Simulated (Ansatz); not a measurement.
# H9NOSi2 (built from SMILES N[SiH3].O[SiH3]): molecular dynamics

Aim: follow the atoms for 30 steps of 0.75 fs with a Langevin thermostat, with velocities drawn for 700 K, and see to which side of the barrier the system falls.

Method: PBE0-D4/def2-SVP; program: Ansatz 0.2.0, Gaussian basis.

### Step 1. The starting structure

The start, a first-order saddle point found at PBE0-D4 in triple zeta: 13 atoms, charge 0, spin multiplicity 1.

Atoms are counted from 1 here; the program's logs count them from 0.

Bond lengths: Si1–H2 1.717 Å, Si1–H3 1.512 Å, Si1–H4 1.487 Å, Si1–N5 1.706 Å, Si1–O7 1.872 Å, N5–H9 1.006 Å, N5–H10 1.005 Å, H6–O7 1.090 Å, O7–Si8 1.680 Å, Si8–H11 1.481 Å, Si8–H12 1.481 Å, Si8–H13 1.479 Å. Angles: H2–Si1–H3 160.1°, H2–Si1–H4 90.1°, H2–Si1–N5 88.3°, H2–Si1–O7 71.5°, H3–Si1–H4 102.0°, H3–Si1–N5 97.4°, H3–Si1–O7 89.5°, H4–Si1–N5 124.8°, H4–Si1–O7 109.6°, N5–Si1–O7 121.9°, Si1–N5–H9 121.2°, Si1–N5–H10 123.3°, H9–N5–H10 113.9°, Si1–O7–H6 75.5°, Si1–O7–Si8 130.4°, H6–O7–Si8 132.6°, O7–Si8–H11 106.5°, O7–Si8–H12 109.8° and more.

Geometry (Å):

```xyz
13
charge 0, multiplicity 1
Si   -0.87255    0.32243    0.71111
H    -0.03969   -0.72617    1.78596
H    -1.29399    0.99959   -0.57373
H    -2.17462   -0.15327    1.24997
N     0.03232    1.61779    1.35448
H     0.24745   -1.23241    0.73399
O    -0.07275   -1.04225   -0.29074
Si    0.75808   -0.97934   -1.74983
H    -0.05318    2.54863    0.98229
H     0.50067    1.57625    2.24304
H     1.70760   -2.11620   -1.74221
H     1.48404    0.30654   -1.85739
H    -0.22360   -1.12148   -2.84695
```

### Step 2. Dynamics

md/in.yaml reads:

```yaml
crystal:
  periodic: [false, false, false]
  atoms:
    - {symbol: Si, position_ang: [-0.872549, 0.322426, 0.711113]}
    - {symbol: H, position_ang: [-0.039686, -0.726172, 1.785963]}
    - {symbol: H, position_ang: [-1.293990, 0.999594, -0.573725]}
    - {symbol: H, position_ang: [-2.174623, -0.153268, 1.249974]}
    - {symbol: N, position_ang: [0.032325, 1.617787, 1.354476]}
    - {symbol: H, position_ang: [0.247452, -1.232409, 0.733994]}
    - {symbol: O, position_ang: [-0.072750, -1.042251, -0.290745]}
    - {symbol: Si, position_ang: [0.758083, -0.979344, -1.749829]}
    - {symbol: H, position_ang: [-0.053175, 2.548630, 0.982286]}
    - {symbol: H, position_ang: [0.500673, 1.576251, 2.243042]}
    - {symbol: H, position_ang: [1.707603, -2.116203, -1.742205]}
    - {symbol: H, position_ang: [1.484036, 0.306540, -1.857390]}
    - {symbol: H, position_ang: [-0.223598, -1.121481, -2.846954]}
basis:
  gaussian: {orbitals: def2-SVP}
hamiltonian: {xc: pbe0, dispersion: d4}
md: {n_steps: 30, timestep: 0.75, temperature: 700, ensemble: nvt_langevin, seed: 163, friction: 0.05, initial_velocities: maxwell_boltzmann}
```

Started as:

```
> ansatz run in.yaml --threads 8 --pin off --events-out ev --progress --plain --max-ram 19148MiB
```

What does the calculation give? Wanted: temperature at the start; mean temperature, second half; lowest and highest potential energy, from the first frame; largest change of potential + kinetic; bonds lost by distance.

The runs gave:

```
                                                 quantity              value
                                                   length  30 steps, 22.5 fs
                                 temperature at the start              646 K
                            mean temperature, second half              572 K
lowest and highest potential energy, from the first frame      0 and 648 meV
                    largest change of potential + kinetic          450.1 meV
                                   bonds lost by distance      Si1–H2, H6–O7
```

By the last frame it has moved towards the side where Si1–O7, H2–H6 form. The thermostat trades energy with the molecule, so the sum of potential and kinetic energy isn't conserved: it changes by +271 meV over the run. The mean temperature of the second half is still well below the 700 K set. The temperature runs between 292 and 840 K. Under Langevin the temperature counts 3N degrees of freedom, more than the drawn velocities fill, so it starts at 646 K, not 700 K.
